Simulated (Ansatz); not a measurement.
# Ge2Sb2Te5 (Ge2Sb2Te5): the cost of one run

Method: DFT LDA, scalar-relativistic, plane waves, PAW, in Ansatz 0.2.0.

### Step 1. The structure to begin with

The structure is trigonal, space group P-3m1 (No. 164). The conventional cell has a = 4.265 Å, b = 4.265 Å, c = 17.999 Å, α = 90.00°, β = 90.00°, γ = 120.00°. Around Ge (site symmetry 3m) lie 6 Te at 2.84 to 3.30 Å. Sb (site symmetry 3m) has 6 Te at 3.02 to 3.19 Å in its first shell of neighbours. Around Te (site symmetry -3m) lie 6 Sb at 3.19 Å. Te (site symmetry 3m) is surrounded by 3 Sb at 3.02 Å and 3 Ge at 3.30 Å. Around Te (site symmetry 3m) lie 3 Ge at 2.84 Å.

Coordinates:

```xyz
9
Lattice="4.2648 0.0000 0.0000 -2.1324 3.6935 0.0000 0.0000 0.0000 17.9991" Properties=species:S:1:pos:R:3 pbc="T T T"
Ge    0.0000    0.0000    5.9802
Ge    0.0000    0.0000   12.0189
Sb    0.0000    2.4623    2.0277
Sb    2.1324    1.2312   15.9714
Te    0.0000    0.0000    0.0000
Te    0.0000    2.4623   14.2212
Te    2.1324    1.2312    3.7779
Te    0.0000    2.4623    7.3984
Te    2.1324    1.2312   10.6007
```

The structure rests on an entry of the Materials Project (structure only); cell or positions may have been set otherwise for this series.

### Step 2. Relaxing cell and atoms: Ge2Sb2Te5 (Ge2Sb2Te5), no spin

input.yaml

```yaml
crystal:
  lattice:
    - [4.2648321257, 0.0, 0.0]
    - [-2.1324160628, 3.6934529637, 0.0]
    - [0.0, 0.0, 17.999105]
  atoms:
    - { symbol: Ge, position: [0.0, 0.0, 0.332252] }
    - { symbol: Ge, position: [0.0, 0.0, 0.667748] }
    - { symbol: Sb, position: [0.33333333, 0.66666667, 0.112658] }
    - { symbol: Sb, position: [0.66666667, 0.33333333, 0.887342] }
    - { symbol: Te, position: [0.0, 0.0, 0.0] }
    - { symbol: Te, position: [0.33333333, 0.66666667, 0.790108] }
    - { symbol: Te, position: [0.66666667, 0.33333333, 0.209892] }
    - { symbol: Te, position: [0.33333333, 0.66666667, 0.411045] }
    - { symbol: Te, position: [0.66666667, 0.33333333, 0.588955] }
scf:
  occupations: { method: gaussian, width: 0.05 }
output:
  forces: true
  stress: true
  eigenvalues: true
  write_density: true
  write_potential: true
  elf: true
  volumetric_format: npy
hamiltonian:
  xc: lda
kpoints:
  mp_grid: { grid: [10, 10, 4] }
basis:
  ecutwfc: 420
relax:
  f_tol: 0.002
  max_steps: 100
  cell: { stress_tol: 0.02 }
```

The run is started by

```sh
ansatz run input.yaml --threads 4 --pin off --max-ram 9216MiB --backend cpu --events-out ev --progress --plain --runs-dir out
```

**Question.** How long does this run take on 4 threads of Intel Xeon 6975P-C (Granite Rapids), shared host, and how much memory does it need?

About 85 s, with a peak of 1.4 GiB.
